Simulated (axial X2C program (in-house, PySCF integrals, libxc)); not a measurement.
# MnP⁺: properties at the nuclei

Wanted for MnP⁺: properties at the nuclei, at the two-component level.

The runs use an in-house X2C program for linear molecules on PySCF integrals; two-component X2C with atomic mean-field terms, Mn dyall-cv3z, P dyall-v3z.

All values are calculated.

**1. Input**

Input file task.json:

```json
{
 "zs": [
  25,
  15
 ],
 "q": 1,
 "bas": [
  "dyall-cv3z",
  "dyall-v3z"
 ],
 "r0": 2.07,
 "levels": [
  "PBE0",
  "HF",
  "PBE50",
  "B3LYP",
  "PBE"
 ],
 "nst": 3
}
```

Keys: zs atomic numbers; q charge; bas basis sets; r0 starting distance in Å; levels methods (HF also brings MP2); nst determinants followed.

On the command line:

```console
python soeom.py task.json out
```

Nuclei are Gaussian, cores are contracted, and the Gaunt term is on.

**2. Expectation values, lowest determinant**

R = 2.269 Å. State: Ω = 3/2 (excess of +ω over −ω: ω = 1/2, ω = -3/2, ω = 5/2).

Output of the PBE0 run:

```text
two-component X2C + atomic mean field  PBE0
basis functions 154  fitting functions 890  grid points 5078
iter        total energy     max residual
   1      -1499.794377049     6.65e-05
   2      -1499.794377122     6.07e-05
   3      -1499.794377135     4.65e-05
   4      -1499.794377160     2.05e-05
   5      -1499.794377163     8.45e-06
converged
one-electron -2232.73188132  Coulomb 721.21966046  exact exchange -18.48225821  xc functional -56.90816268  nuclear repulsion 87.45767038  atomic mean-field constant -0.34940579
```

The highest occupied spinor is 48% P p, 43% Mn s, 5% P s.

```csv
level,Eeff magnitude (GV/cm),Ws magnitude Mn (kHz),A∥/gI Mn (MHz),qzz Mn (a.u.),A∥/gI P (MHz),qzz P (a.u.)
PBE0,0.149,0.0169,673,-0.58,111,-1.04
HF,0.108,0.0417,730,-0.55,90.7,-0.55
PBE50,0.155,0.0184,640,-0.58,110,-0.93
B3LYP,0.14,0.0153,662,-0.58,92.3,-1.15
PBE,0.184,0.026,680,-0.67,106,-1.29
```

Eeff is the effective electric field on the electron dipole moment in this Ω state and Ws the scalar–pseudoscalar constant (defined with the proton number Z and per Ω); A∥ is the parallel hyperfine constant, which follows by multiplying with the nuclear g factor gI = μI/(I μN); qzz is the electric field gradient, eQq0 = 234.96 MHz × Q/barn × qzz. The operators were transformed with the bare-nucleus X2C matrices.

**3. Expectation values, a higher determinant**

R = 2.269 Å. State: Ω = 7/2 (excess of +ω over −ω: ω = -1/2, ω = 3/2, ω = 5/2), 0.77 eV above the lowest in the PBE0 search for states (made at or near this distance, with looser thresholds).

Output of the PBE0 run:

```text
two-component X2C + atomic mean field  PBE0
basis functions 154  fitting functions 890  grid points 5078
iter        total energy     max residual
   1      -1499.766079981     6.37e-05
   2      -1499.766079985     1.62e-05
   3      -1499.766079989     1.04e-05
   4      -1499.766079989     9.50e-06
converged
one-electron -2232.52744658  Coulomb 721.07111585  exact exchange -18.49551271  xc functional -56.92250114  nuclear repulsion 87.45767038  atomic mean-field constant -0.34940579
```

The highest occupied spinor is 84% P p, 9% Mn p, 7% Mn d.

```csv
level,Eeff magnitude (GV/cm),Ws magnitude Mn (kHz),A∥/gI Mn (MHz),qzz Mn (a.u.),A∥/gI P (MHz),qzz P (a.u.)
PBE0,0.22,0.0175,231,-0.53,-51.2,-0.75
HF,0.153,0.0102,199,-0.59,-44.6,-0.90
PBE50,0.206,0.0158,198,-0.53,-48.1,-0.87
B3LYP,0.201,0.0155,242,-0.53,-44.5,-0.63
PBE,0.283,0.0233,275,-0.67,-51.4,-0.60
```

**4. Expectation values, a higher determinant**

R = 2.269 Å. State: Ω = 5/2 (excess of +ω over −ω: ω = 5/2), 1.28 eV above the lowest in the PBE0 search for states (made at or near this distance, with looser thresholds).

Output of the PBE0 run:

```text
two-component X2C + atomic mean field  PBE0
basis functions 154  fitting functions 890  grid points 5078
iter        total energy     max residual
   1      -1499.747401862     8.94e-05
   2      -1499.747401865     1.37e-05
   3      -1499.747401867     1.09e-05
   4      -1499.747401867     4.49e-06
converged
one-electron -2232.68261616  Coulomb 721.17912840  exact exchange -18.47084679  xc functional -56.88133192  nuclear repulsion 87.45767038  atomic mean-field constant -0.34940579
```

The highest occupied spinor is 84% P p, 10% Mn p, 6% Mn d.

```csv
level,Eeff magnitude (GV/cm),Ws magnitude Mn (kHz),A∥/gI Mn (MHz),qzz Mn (a.u.),A∥/gI P (MHz),qzz P (a.u.)
PBE0,0.22,0.0217,335,-0.55,-25.7,-1.25
HF,0.154,0.0125,331,-0.53,-2.45,-1.04
PBE50,0.231,0.0232,305,-0.54,-11.6,-1.17
B3LYP,0.195,0.0182,340,-0.57,-36.5,-1.34
PBE,0.231,0.024,365,-0.66,-48.4,-1.39
```

**5. Results**

| quantity | value |
| --- | --- |
| lowest determinant | Ω = 3/2 (excess of +ω over −ω: ω = 1/2, ω = -3/2, ω = 5/2) |
| Eeff magnitude (GV/cm), PBE0 | 0.149 |
| Ws magnitude Mn (kHz), PBE0 | 0.0169 |
| A∥/gI Mn (MHz), PBE0 | 673 |
| qzz Mn (a.u.), PBE0 | -0.58 |
| higher determinant | Ω = 7/2 (excess of +ω over −ω: ω = -1/2, ω = 3/2, ω = 5/2) |
| Eeff magnitude (GV/cm), PBE0, higher determinant | 0.22 |
| Ws magnitude Mn (kHz), PBE0, higher determinant | 0.0175 |
| A∥/gI Mn (MHz), PBE0, higher determinant | 231 |
| qzz Mn (a.u.), PBE0, higher determinant | -0.53 |
| higher determinant | Ω = 5/2 (excess of +ω over −ω: ω = 5/2) |
| Eeff magnitude (GV/cm), PBE0, higher determinant | 0.22 |
| Ws magnitude Mn (kHz), PBE0, higher determinant | 0.0217 |
| A∥/gI Mn (MHz), PBE0, higher determinant | 335 |
| qzz Mn (a.u.), PBE0, higher determinant | -0.55 |

In words: In the first state, the effective field runs from 0.108 to 0.184 GV/cm over the mean-field levels. The expectation values come from single determinants, which for open shells can mix terms of unlike spin or miss the lowest Ω, so a determinant need not be a state. Eeff is the effective electric field on the electron dipole moment in this Ω state and Ws the scalar–pseudoscalar constant (defined with the proton number Z and per Ω); A∥ is the parallel hyperfine constant, which follows by multiplying with the nuclear g factor gI = μI/(I μN); qzz is the electric field gradient, eQq0 = 234.96 MHz × Q/barn × qzz. The operators were transformed with the bare-nucleus X2C matrices.
